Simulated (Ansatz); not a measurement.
# CsLiCr2Te2S3 (Pm) in Ansatz: settings compared

Aim: see how the results for CsLiCr2Te2S3 move with the level of theory and the settings. Levels: PBE, r2SCAN+rVV10. Tasks: relaxation of cell and atoms.

All numbers are computed with Ansatz 0.2.0; they aren't measurements. Logs are shortened: lines on timing, memory, paths and dates and some standing lists are left out, and cuts for length are marked.

### 1 The crystal as given

The structure is monoclinic, space group Pm (No. 6). Conventional cell: a = 7.057 Å, b = 3.981 Å, c = 9.084 Å, α = 90.00°, β = 107.12°, γ = 90.00°. Around Cs (site symmetry m) lie 3 S at 3.44 to 3.50 Å and 1 Te at 3.93 Å. Around Li (site symmetry m) lie 3 S at 2.21 to 2.30 Å. Cr (site symmetry m) has 5 S at 2.47 to 2.63 Å and 1 Te at 2.79 Å and 2 Li at 2.81 Å as nearest neighbours. Cr (site symmetry m) has 2 S at 2.34 to 2.50 Å as nearest neighbours. Te (site symmetry m) is surrounded by 3 Cr at 2.76 to 2.79 Å. Around Te (site symmetry m) lie 1 S at 2.48 Å and 2 Cr at 2.80 Å. S (site symmetry m) is surrounded by 2 Li at 2.21 Å and 1 Te at 2.48 Å and 1 Cr at 2.51 Å. Around S (site symmetry m) lie 3 Cr at 2.34 to 2.47 Å and 1 Li at 2.63 Å.

The cell was built by a generator and needn't be a form met in nature.

### 2 Relaxation of cell and atoms, PBE, collinear spin, ferromagnetic start, target pressure 5 GPa, at which the enthalpy is minimised

File input.yaml:

```yaml
crystal:
  lattice:
    - [7.05684, 0.0, 0.0]
    - [0.0, 3.9806, 0.0]
    - [-2.67333, 0.0, 8.68168]
  atoms:
    - { symbol: Cs, position: [0.07739, 0.0, 0.37706] }
    - { symbol: Li, position: [0.86424, 0.5, 0.78883] }
    - { symbol: Cr, position: [0.12646, 0.0, 0.94616], spin: 3.0 }
    - { symbol: Cr, position: [0.5929, 0.5, 0.97165], spin: 3.0 }
    - { symbol: Te, position: [0.50838, 0.0, 0.1527] }
    - { symbol: Te, position: [0.55612, 0.0, 0.74893] }
    - { symbol: S, position: [0.87426, 0.0, 0.68502] }
    - { symbol: S, position: [0.25176, 0.5, 0.84402] }
    - { symbol: S, position: [0.96294, 0.5, 0.05357] }
hamiltonian:
  xc: pbe
  pseudopotentials: { kind: paw }
magnetization:
  spin_polarized: true
kpoints:
  mp_grid: { grid: [3, 5, 3] }
scf:
  occupations: { method: fermi_dirac, width: 0.05 }
output:
  forces: true
  stress: true
  eigenvalues: true
relax:
  f_tol: 0.01
  max_steps: 40
  cell: { stress_tol: 0.05, p_target: 5.0 }
```

Potentials or basis: Ansatz PAW.

Launch:

```
ansatz run input.yaml --threads 8 --pin off --max-ram 20480MiB --backend cpu --events-out ev --progress --plain --runs-dir out
```

Standard output:

```text
Warning: RAYON_NUM_THREADS=8 ignored (pool sized by the plan → 8); use --threads N
Engine: ansatz 0.2.0, x86_64-unknown-linux-gnu
Pseudopotentials: kind: paw
Pseudopotential: Cs, paw, valence charge 9, recommended cutoff 420 eV (normal), Cs.paw.azcp
Pseudopotential: Li, paw, valence charge 3, recommended cutoff 420 eV (normal), Li.paw.azcp
Pseudopotential: Cr, paw, valence charge 14, recommended cutoff 420 eV (normal), Cr.paw.azcp
Pseudopotential: Te, paw, valence charge 16, recommended cutoff 420 eV (normal), Te.paw.azcp
Pseudopotential: S, paw, valence charge 6, recommended cutoff 420 eV (normal), S.paw.azcp
Functional definition: PBE
  parameter kappa = 0.804
  parameter beta = 0.06672455060314922
  exchange = pbe_x(kappa = kappa, mu = beta*pi^2/3)
  correlation = pbe_c(beta = beta)
Crystal: 9 atoms, lattice volume = 243.872 Å³
Basis set: ecut = 420 eV, 4787 PW (Γ), exchange–correlation on 96×54×128 points (8 copies of the dense FFT grid, shifted against one another)
Bands: 58, of which v1, the nominal top of the filled ones, is band 45 counted from 1 (44 counted from 0)
Symmetry: 2 space group operations
Space group: Pm (ITA 6), of the structure as read, at distance tolerance 6.2e-5 Å
Magnetic group: BNS 6.18 (UNI 25), of the structure as read, at distance tolerance 6.2e-5 Å
k-points: 15 of 45 (time reversal used)
Non-local potential: Cs, projectors of the file, l = 0: 3, l = 1: 2, l = 2: 2, l = 3: 2
Non-local potential: Li, projectors of the file, l = 0: 3, l = 1: 2, l = 2: 1
Non-local potential: Cr, projectors of the file, l = 0: 3, l = 1: 2, l = 2: 3, l = 3: 1
Non-local potential: Te, projectors of the file, l = 0: 2, l = 1: 2, l = 2: 2, l = 3: 2
Non-local potential: S, projectors of the file, l = 0: 2, l = 1: 2, l = 2: 2
PAW form: soft (Blöchl's): semilocal exchange-correlation on the pseudo side does not see the compensation charge
PAW one-centre angular grid: Cs, 194 points (default); XC on 64 Gauss nodes
PAW one-centre angular grid: Li, 110 points (default); XC on 64 Gauss nodes
PAW one-centre angular grid: Cr, 590 points (default); XC on 64 Gauss nodes
PAW one-centre angular grid: Te, 590 points (default); XC on 64 Gauss nodes
PAW one-centre angular grid: S, 110 points (default); XC on 64 Gauss nodes
Initial density: superposition of atomic densities (chi_scale 0.1, normalization cell, long waves kept (reshape's long-wave potential 0.22 eV rms))
Starting moments: Σ|m| = 6 μB on 2 of 9 sites
Initial wavefunctions: pseudopotential atomic-orbital guess
Functional: x = pbe(κ = 0.804, μ = 0.2195149727645171), c = pbe(β = 0.06672455060314922)
SCF iter   1: F=—  HF=-29304.274374 eV  |F-HF|=—  |Δ(HF+E_count)|=         —  Δρ=3.34e-2 (↑3.34e-2 ↓3.33e-2)  dr2=1.61e1  dr2_m=2.15e-1  M=5.983 μB ∫|m|=6.535 μB  β_m=0.30  ethr=3.10e-3  ⟨swp⟩=10.0  Hψ=7870  notcnv=0  defer=1
Mixer restart at iter 1: flushing history
preconditioner: auto → Resta (q_TF=auto, 2.311 Å⁻¹)  ε∞=5.3  [insulator: Δε(μ)=0.309 eV  Ē_g=8.083 eV  σ=0.050 eV  W_gap=0.91  n_scr=52 (ndim 8)  ℏωp=16.8 eV  f_vac=0.093  D(μ)=0.33/eV (n_scr^D=0)  ε∞_Penn≈5.3]
spin=Collinear: Resta preconditioning applied to the charge; magnetization (m = ρ↑ − ρ↓) channel mixes plain (no charge-response kernel on spin).
SCF iter   2: F=—  HF=-29303.383909 eV  |F-HF|=—  |Δ(HF+E_count)|=   8.90e-1  Δρ=1.82e-2 (↑1.63e-2 ↓1.82e-2)  dr2=3.02e0  dr2_m=3.44e-1  M=5.999 μB ∫|m|=6.665 μB  β_m=0.37  ethr=3.10e-3  ⟨swp⟩=3.4  Hψ=4058  notcnv=0  defer=86
SCF iter   3: F=—  HF=-29302.868637 eV  |F-HF|=—  |Δ(HF+E_count)|=   5.15e-1  Δρ=1.14e-2 (↑1.14e-2 ↓1.02e-2)  dr2=7.12e-1  dr2_m=1.64e-1  M=6.000 μB ∫|m|=6.813 μB  β_m=0.58  ethr=3.10e-3  ⟨swp⟩=2.9  Hψ=2328  notcnv=0  defer=84
SCF iter   4: F=—  HF=-29302.710767 eV  |F-HF|=—  |Δ(HF+E_count)|=   1.58e-1  Δρ=4.43e-3 (↑4.43e-3 ↓1.64e-3)  dr2=8.96e-2  dr2_m=1.20e-2  M=6.000 μB ∫|m|=7.044 μB  β_m=0.68  ethr=7.91e-4  ⟨swp⟩=3.8  Hψ=3004  notcnv=0  defer=83
SCF iter   5: F=—  HF=-29302.730456 eV  |F-HF|=—  |Δ(HF+E_count)|=         —  Δρ=2.62e-3 (↑2.62e-3 ↓9.61e-4)  dr2=2.56e-2  dr2_m=4.95e-3  M=6.000 μB ∫|m|=7.180 μB  β_m=0.68  ethr=9.96e-5  ⟨swp⟩=2.9  Hψ=3423  notcnv=0  defer=82
Mixer restart at iter 5: flushing history
SCF iter   6: F=—  HF=-29302.730244 eV  |F-HF|=—  |Δ(HF+E_count)|=   2.12e-4  Δρ=1.59e-3 (↑1.59e-3 ↓7.92e-4)  dr2=1.43e-2  dr2_m=8.55e-4  M=6.000 μB ∫|m|=7.173 μB  β_m=0.61  ethr=2.84e-5  ⟨swp⟩=2.4  Hψ=3445  notcnv=0  defer=82
SCF iter   7: F=—  HF=-29302.730196 eV  |F-HF|=—  |Δ(HF+E_count)|=   4.82e-5  Δρ=7.66e-4 (↑7.66e-4 ↓4.06e-4)  dr2=4.25e-3  dr2_m=3.56e-4  M=6.000 μB ∫|m|=7.191 μB  β_m=0.69  ethr=1.59e-5  ⟨swp⟩=2.0  Hψ=3335  notcnv=0  defer=82
SCF iter   8: F=—  HF=-29302.731119 eV  |F-HF|=—  |Δ(HF+E_count)|=   9.24e-4  Δρ=4.46e-4 (↑4.46e-4 ↓1.89e-4)  dr2=1.22e-3  dr2_m=1.32e-4  M=6.000 μB ∫|m|=7.202 μB  β_m=0.65  ethr=4.72e-6  ⟨swp⟩=2.1  Hψ=2669  notcnv=0  defer=82
SCF iter   9: F=—  HF=-29302.731555 eV  |F-HF|=—  |Δ(HF+E_count)|=   4.35e-4  Δρ=2.24e-4 (↑2.24e-4 ↓7.66e-5)  dr2=3.20e-4  dr2_m=1.64e-5  M=6.000 μB ∫|m|=7.203 μB  β_m=0.62  ethr=1.35e-6  ⟨swp⟩=2.0  Hψ=3045  notcnv=0  defer=82
SCF iter  10: F=—  HF=-29302.731681 eV  |F-HF|=—  |Δ(HF+E_count)|=   1.26e-4  Δρ=3.40e-5 (↑3.40e-5 ↓3.27e-5)  dr2=2.48e-5  dr2_m=2.57e-7  M=6.000 μB ∫|m|=7.206 μB  β_m=0.81  ethr=3.55e-7  ⟨swp⟩=2.0  Hψ=3000  notcnv=0  defer=82
[... 153 lines left out ...]
SCF iter  18: F=-29302.257887 eV  HF=-29302.257887 eV  |F-HF|=7.28e-12  |Δ(HF+E_count)|=  1.09e-11  Δρ=3.80e-8 (↑3.80e-8 ↓2.26e-8)  dr2=1.34e-11  dr2_m=1.32e-13  M=5.995 μB ∫|m|=6.933 μB  ethr=1.00e-12  ⟨swp⟩=7.0  Hψ=7117  notcnv=0
SCF 9 converged in 18 iterations: F = -29302.257887 eV  dr2 = 1.34e-11
relax step   9: F+E_penalty+E_count = -29302.25788653 eV  Δ(F+E_penalty+E_count) = +3.601e-3 eV  max|allowed force component| = 7.055e-3 eV/Å  Δτ_max = 0.0000 Å  P = +4.999 GPa  Ω = 207.634 Å³  stress off target by 3.12e-3 GPa  SCF on the basis re-selected at this cell (its energy is not comparable with the rows above)  (18 SCF iters)
basis re-selected at this cell: Δ(F+E_penalty+E_count) = +3.601e-3 eV, ΔP = +0.001 GPa vs the last step (what re-selecting the basis moved, of the pressure what is left beyond the Pulay correction that the steps carried, after the strain that the cell walked since its last selection, with what the two solves' SCF thresholds leave and, on support functions, any second-order correction that the steps lacked; it is no measure of the basis error at this ecutwfc). The dense FFT grid was sized anew with the basis: this SCF ran on 48×27×60 points, the steps before it on 48×27×64, so part of this shift can come from that change (see relax.cell in the input reference). This SCF's stress stands 3.12e-3 GPa from its target on what of the cell is left free (relax.cell.stress_tol is 5.00e-2 GPa) and its largest allowed force component is 7.05e-3 eV/Å (relax.f_tol is 1.00e-2 eV/Å): within both
SCF converged after 18 iterations
Magnetization: 5.9946 μB (47.9973 up, 42.0027 down)
Absolute magnetization: 6.9376 μB (∫|ρ↑−ρ↓|, with the PAW one-centre terms)
Spin contamination: 0.2065 ħ² per cell (⟨S²⟩ above its minimum at these occupations)
Per-site moments (μB) at R_I (Å): [(0.0014861198870648152, 1.2965920849491044), (0.0012457530645421538, 0.8914314167427273), (2.7736504244582902, 0.9953118839208407), (2.638243555630788, 0.9694397623946642), (-0.10373890342051888, 1.11937563353398), (-0.02473520410095168, 1.0098680856485425), (-0.023141895218614785, 0.8914314167427273), (-0.07473862962007034, 0.9694397623946642), (-0.025252568930119873, 0.921917224012403)]
Free energy (F): -29302.257887 eV
Harris-Foulkes:  -29302.257887 eV  (|F-HF|=7.28e-12)
Internal energy: -29302.256478 eV  (E = F + TS)
E sigma→0 (E₀):  -29302.257182 eV
Entropy (-TS):   -0.001408 eV (-0.156 meV/atom)
Fermi energy:    8.752818 eV
--- Per-component energies (eV) ---
  E_band       = -1177.836439
  E_kinetic    = 1539.771081
  E_local      = -9462.997508  (includes V_loc(G=0)·N_el)
  E_nonlocal   = -372.270053
  E_hartree    = 4691.716899
  E_xc         = -1007.376126
  E_vxc        = -971.196461  (∫ρ·V_xc dr)
  E_paw        = -18609.395566  (= ΣΔE_a)
  E_vpaw       = -1294.577874  (= ΣTr[D̂ρ^β])
  E_aug_tail   = 0.000376  (compensation charges beyond the density's cutoff)
  E_ewald      = -6081.705581
  E_smearing   = -0.001408  (= −TS)
  E_closure    = 0.000000  (closes the sum)
  Σ components = -29302.257887   (vs F -29302.257887, Δ=0.00e0)
--- Forces (eV/Å), atoms counted from 1 ---
  atom   1  Cs    -0.00127082    -0.00000000    -0.00060860
  atom   2  Li    -0.00602843    -0.00000000    -0.00502934
  atom   3  Cr     0.00143785    -0.00000000     0.00464889
  atom   4  Cr    -0.00049953     0.00000000    -0.00093007
  atom   5  Te     0.00084543    -0.00000000    -0.00019584
  atom   6  Te     0.00705500     0.00000000    -0.00371270
  atom   7  S     -0.00370344    -0.00000000     0.00367578
  atom   8  S      0.00186025    -0.00000000     0.00094403
  atom   9  S      0.00030401     0.00000000     0.00120785
  max |Σ_I F_I| component: 3.31e-7 eV/Å
--- Stress (GPa, compression-positive) ---
        4.998019       0.000000       0.001743
        0.000000       4.996881       0.000000
        0.001742       0.000000       5.001118
  P = ⅓ Tr σ = 4.9987 GPa (49.987 kbar)
--- Band table (eV; the first three rows and the last of 30) ---
  k-point 0 ↑: bands = ["-64.5534", "-64.2706", "-36.8628", "-35.9275", "-35.9059", "-35.8883", "-35.6644", "-35.6358", "-35.6140", "-28.9470", "-28.8796", "-28.8422", "-28.6333", "-28.6293", "-27.7666", "-27.7581", "-27.7529", "-27.7484", "-27.7462", "-13.3519", "-5.8680", "-4.7202", "-4.1229", "-2.8259", "-2.3310", "-0.3060", "-0.1764", "0.3986", "2.8604", "3.4538", "3.6939", "4.2438", "4.5099", "4.8867", "5.0817", "5.7267", "6.1517", "6.2492", "6.2700", "6.3810", "6.7213", "6.9025", "7.0839", "7.2217", "7.3292", "7.6290", "8.2586", "8.6041", "9.2070", "9.9481", "10.0190", "10.4986", "10.5683", "11.4394", "12.0485", "12.9195", "13.5574", "13.6599"]
[... 3 lines left out ...]
--- Relaxed structure (8 steps of the walk, 8 accepted, 1 SCFs on fresh bases) ---
  F+E_penalty+E_count = -29302.25788653 eV   max|allowed force component| = 7.055e-3 eV/Å   (the final SCF, on the basis selected at the relaxed cell)
  cell:  # Å, volume = 207.6343 Å³
    - [6.937769997711215, 0.0, -0.05870707638830234]
    - [0.0, 3.824217393226015, 0.0]
    - [-2.700447327546057, 0.0, 7.848794248659842]
  atoms:
    - { symbol: Cs, position: [0.08952388728127442, 0.0, 0.39125597993567574] }
    - { symbol: Li, position: [0.8468122844919954, 0.5, 0.7765074090123332] }
    - { symbol: Cr, position: [0.12734943235591245, 0.0, 0.9429668798779969] }
    - { symbol: Cr, position: [0.6011700693036153, 0.5, 0.9850151720970576] }
    - { symbol: Te, position: [0.5166692117445141, 0.0, 0.1836897284097796] }
    - { symbol: Te, position: [0.5496530575085177, 0.0, 0.7397541063619264] }
    - { symbol: S, position: [0.8581234357116521, 0.0, 0.6586721857717412] }
    - { symbol: S, position: [0.24972287966918, 0.5, 0.8282820251697388] }
    - { symbol: S, position: [0.9754257419333382, 0.5, 0.061796513363750784] }
```

Wall time 39 s (8 threads of Intel Xeon 6975P-C (Granite Rapids), shared host); peak memory 1.3 GiB.

Results:

```yaml
Free_energy: -29302.2579 eV
Relaxed_volume: 23.07 Å³/atom
Relaxed_cell: a = 6.938 Å, b = 3.824 Å, c = 8.300 Å, α = 90.00°, β = 109.47°, γ = 90.00°
Space_group_after_relaxing_to_0.05_Å: Pm (No. 6)
Energy_change_on_relaxing_the_enthalpy_is_what_falls: +52.7 meV/atom
Ionic_steps: 9
Pressure_after_relaxing: 5.0 GPa
Largest_force_after_relaxing: 0.008 eV/Å
Band_gap_on_the_k_mesh: 0.32 eV, indirect (least direct gap 0.46 eV)
Net_moment: 5.99 μB per cell
Absolute_moment: 6.94 μB per cell
Site_moments: Cs +0.00; Li +0.00; Cr +2.77, +2.64; Te -0.10, -0.02; S -0.02, -0.07, -0.03 μB
```

Forces in eV/Å, atoms in the order of the input:
```
Cs  -0.001  0.000 -0.001
Li  -0.006  0.000 -0.005
Cr   0.001  0.000  0.005
Cr   0.000  0.000 -0.001
Te   0.001  0.000  0.000
Te   0.007  0.000 -0.004
S   -0.004  0.000  0.004
S    0.002  0.000  0.001
S    0.000  0.000  0.001
```

The path:
| step | energy change (eV) | largest force (eV/Å) | volume (Å³) |
| --- | --- | --- | --- |
| 1 | 0.0000 | 0.0124 | 243.87 |
| 2 | 0.3443 | 0.3581 | 215.51 |
| 3 | 0.5696 | 0.2289 | 205.47 |
| 4 | 0.4853 | 0.1810 | 207.35 |
| 5 | 0.4548 | 0.0482 | 208.18 |
| 6 | 0.4711 | 0.0330 | 207.62 |
| 7 | 0.4635 | 0.0353 | 207.86 |
| 8 | 0.4703 | 0.0078 | 207.63 |
| 9 | 0.4739 | 0.0080 | 207.63 |

Final structure:
```cif
data_structure
_symmetry_space_group_name_H-M 'P 1'
_symmetry_Int_Tables_number 1
_cell_length_a 6.9380
_cell_length_b 3.8242
_cell_length_c 8.3004
_cell_angle_alpha 90.000
_cell_angle_beta 109.471
_cell_angle_gamma 90.000
_cell_volume 207.63
loop_
_atom_site_label
_atom_site_type_symbol
_atom_site_fract_x
_atom_site_fract_y
_atom_site_fract_z
_atom_site_occupancy
Cs1 Cs 0.08952 0.00000 0.39126 1
Li1 Li 0.84681 0.50000 0.77651 1
Cr1 Cr 0.12735 0.00000 0.94297 1
Cr2 Cr 0.60117 0.50000 0.98502 1
Te1 Te 0.51667 0.00000 0.18369 1
Te2 Te 0.54965 0.00000 0.73975 1
S1 S 0.85812 0.00000 0.65867 1
S2 S 0.24972 0.50000 0.82828 1
S3 S 0.97543 0.50000 0.06180 1
```

Levels at points of the mesh, in eV from the valence-band top:
Spin up:
```
           k point  band 45  band 46  band 47  band 48  band 49  band 50  band 51  band 52
(0.00, 0.00, 0.00)    -1.27    -0.98    -0.35     0.00     0.60     1.34     1.41     1.89
```
Spin down:
| k point | band 38 | band 39 | band 40 | band 41 | band 42 | band 43 | band 44 | band 45 | band 46 | band 47 |
| --- | --- | --- | --- | --- | --- | --- | --- | --- | --- | --- |
| (0.00, 0.00, 0.00) | -1.93 | -1.62 | -1.56 | -1.23 | -0.51 | 0.47 | 0.85 | 1.38 | 1.44 | 1.54 |

Caveat: odd divisions of the mesh miss points on the zone boundary, where band edges often lie, so the gap on the mesh can be too wide; the plane-wave basis is chosen anew once the cell has moved, so the energies of steps on either side of that aren't comparable; spin-orbit coupling is left out, which moves the levels of the heavy elements; only a ferromagnetic start was run, and an antiferromagnetic order may lie lower in energy. A k mesh can miss the band edges.

### 3 Relaxation of cell and atoms, r2SCAN+rVV10, collinear spin, ferromagnetic start

Changes to input.yaml since step 2:

```diff
@@ -16,4 +16,5 @@
 hamiltonian:
-  xc: pbe
+  xc: r2scan
   pseudopotentials: { kind: paw }
+  dispersion: rvv10
 magnetization:
@@ -28,2 +29,6 @@
   eigenvalues: true
+  write_density: true
+  write_potential: true
+  elf: true
+  volumetric_format: npy
 relax:
@@ -31,2 +36,2 @@
   max_steps: 40
-  cell: { stress_tol: 0.05, p_target: 5.0 }
+  cell: { stress_tol: 0.05 }
```

Potentials or basis: Ansatz PAW.

Launch:

```
ansatz run input.yaml --threads 8 --pin off --max-ram 20480MiB --backend cpu --events-out ev --progress --plain --runs-dir out
```

Run time: 4.9 min. Hardware: 8 threads of Intel Xeon Platinum 8488C (Sapphire Rapids), shared host; peak memory 2.1 GiB.

Results (log left out):

| Item | Value |
| --- | --- |
| Free energy | -29361.5482 eV |
| Relaxed volume | 25.90 Å³/atom |
| Relaxed cell | a = 7.064 Å, b = 3.933 Å, c = 8.818 Å, α = 90.00°, β = 107.88°, γ = 90.00° |
| Space group after relaxing (to 0.05 Å) | Pm (No. 6) |
| Energy gained by relaxing | 5.0 meV/atom |
| Ionic steps | 8 |
| Pressure after relaxing | 0.0 GPa |
| Largest force after relaxing | 0.004 eV/Å |
| Band gap on the k mesh | 0.67 eV, indirect (least direct gap 0.83 eV) |
| Net moment | 6.00 μB per cell |
| Absolute moment | 7.60 μB per cell |
| Site moments | Cs -0.00; Li -0.00; Cr +2.99, +2.85; Te -0.17, -0.05; S -0.04, -0.13, -0.06 μB |

Forces on the atoms (eV/Å):
```
Cs  -0.001  0.000 -0.001
Li  -0.002  0.000  0.002
Cr  -0.001  0.000 -0.001
Cr   0.001  0.000  0.001
Te   0.001  0.000  0.000
Te  -0.001  0.000  0.001
S    0.001  0.000 -0.004
S    0.000  0.000 -0.001
S    0.003  0.000  0.003
```

Step by step:
```tsv
step	energy change (eV)	largest force (eV/Å)	volume (Å³)
1	0.0000	0.2986	243.87
2	-0.0291	0.1952	237.17
3	-0.0406	0.1115	234.10
4	-0.0456	0.0280	233.53
5	-0.0464	0.0150	233.19
6	-0.0466	0.0120	233.24
7	-0.0467	0.0041	233.14
8	-0.0451	0.0040	233.14
```

Final structure:
```
CELL_PARAMETERS angstrom
7.06417 0.00000 -0.01301
0.00000 3.93284 0.00000
-2.69211 0.00000 8.39670
ATOMIC_POSITIONS crystal
Cs 0.08435 0.00000 0.38620
Li 0.85946 0.50000 0.78471
Cr 0.12744 0.00000 0.94679
Cr 0.59249 0.50000 0.97436
Te 0.51169 0.00000 0.16405
Te 0.55547 0.00000 0.74195
S 0.86775 0.00000 0.67705
S 0.24971 0.50000 0.83658
S 0.96608 0.50000 0.05625
```

Levels at points of the mesh, in eV from the valence-band top:
Spin up:
```csv
k point,band 46,band 47,band 48,band 49,band 50,band 51
"(0.00, 0.00, 0.00)",-0.91,-0.61,0.00,0.83,1.62,1.64
```
Spin down:
```csv
k point,band 39,band 40,band 41,band 42,band 43,band 44,band 45,band 46
"(0.00, 0.00, 0.00)",-1.38,-1.29,-1.16,-0.41,1.29,1.71,2.20,2.22
```

Caveat: the magnetic or orbital state may not be the lowest; odd divisions of the mesh miss points on the zone boundary, where band edges often lie, so the gap on the mesh can be too wide; the plane-wave basis is chosen anew once the cell has moved, so the energies of steps on either side of that aren't comparable; spin-orbit coupling is left out, which moves the levels of the heavy elements; only a ferromagnetic start was run, and an antiferromagnetic order may lie lower in energy; the PAW data sets come from PBE, with cores solved anew for the run's functional, which leaves a small shift of forces and pressure. r2SCAN opens gaps a little over a GGA but as a rule still falls short of measured ones.
